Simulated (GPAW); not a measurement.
The system is HPbNO4.

```
H Pb N O
1.0
     4.27531   -0.00040    0.00636
    -2.08399    5.20775   -0.04907
    -2.12377   -1.86574    4.91491
H Pb N O
1 1 1 4
Direct
  0.99073 0.03330 0.90994
  0.50274 0.81989 0.14287
  0.00838 0.47408 0.50265
  0.99816 0.92741 0.02877
  0.19467 0.73435 0.60852
  0.81673 0.35882 0.24556
  0.01381 0.33121 0.65217
```

The cell was built by a generator and needn't be a form met in nature.

Program: GPAW 26.7.0. Alike in all runs: task band structure; cell as given; cutoff (eV) 800; smearing fermi-dirac 0.05 eV.

Order these runs on this cell by their band gap on the k mesh, lowest first.
A. level PBE; potentials or basis GPAW PAW data sets (gpaw-data 1.2.1), pw; spin SOC, no magnetisation; k mesh 8 × 6 × 6; spin axis theta (degrees) 90; spin axis phi (degrees) 0; soc after scf second variation
B. level r2SCAN; potentials or basis GPAW PAW data sets (gpaw-data 1.2.1), pw; spin off; k mesh 6 × 4 × 4
C. level AM05; potentials or basis PAW data sets generated in the run's folder for this functional, pw; spin off; k mesh 6 × 4 × 4

A (2.66 eV), C (2.88 eV), B (3.21 eV).

Caveats: spin-orbit coupling is left out, which as a rule narrows the gap of such compounds by several tenths of an eV (some runs); spin-orbit coupling was added after a scalar SCF, so levels and gaps hold it while energy, forces, pressure and moments don't (some runs); this program's spin-orbit splittings come out too wide for heavy elements (some runs).

A k mesh can miss the band edges.
